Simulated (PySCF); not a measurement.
**GaN−: from the state search to spectroscopic constants**

What are the lowest state that PBE0 finds, the bond length, vibrational wavenumber and bond energy of GaN−, and how much do these hang on the method?

Method: Ga def2-TZVPPD, N def2-TZVPPD, no relativity; program: PySCF 2.14.0.

9 further runs of the same task are left out: 9 set aside as unsound or not needed.

## Step 1: The job

Settings of the job:

| Property | Result |
| --- | --- |
| atoms | Ga, N |
| charge | -1 |
| basis | Ga def2-TZVPPD, N def2-TZVPPD |
| Hamiltonian | no relativity |
| basis functions | 91 |
| electrons treated | 39 |
| masses in u | 68.9256, 14.0031 |
| levels | PBE0, r²SCAN, LDA, PW91 |
| grid | 80 radial by 434 angular points |
| occupations | held fixed by the projection of orbital angular momentum |
| dissociation limit | Ga− + N, each in its ground configuration |
| starting distance in angstrom | 1.960 |
| values of 2S to try | 1, 3, 5 |

Run with:

```bash
$ OMP_NUM_THREADS=2 python dia.py task.json out
```

Further steps of the session: PBE0 along the bond; Excited determinants; r²SCAN (meta-GGA); LDA (local density); PW91.

Before running it: what results should come out? Wanted: for each run, Re; ωe; De; μ.

The runs gave:

Lowest PBE0 solution found, without spin–orbit coupling: ²Π (doublet), unpaired electrons π ↑. State 2 has its PBE0 minimum 0.06 eV higher. The other levels ran on the lowest alone.

```
 level  Re (Å)  ωe (cm⁻¹)  De (eV)  μ (D)
   LDA   1.814        709     5.02  -2.53
  PW91   1.842        677     4.41  -2.57
r²SCAN   1.825        706     3.84  -2.54
  PBE0   1.821        719     3.78  -2.79
```

De is counted to Ga− + N in their ground configurations. A positive dipole points from Ga to N; in an ion it is taken about the centre of mass and does not tell which atom is negative.

In words: Bond lengths run from 1.814 Å (LDA) to 1.842 Å (PW91). Among the levels with a De in the table, it runs from 3.78 eV (PBE0) to 5.02 eV (LDA).

At some levels the lowest empty orbital lies below the highest filled one (the two can be of opposite spin). With some functionals the highest level of the anion is positive, from self-interaction error or because the anion is truly unbound there; the finite basis then holds the extra electron, and no neutral molecule was run to test the binding.
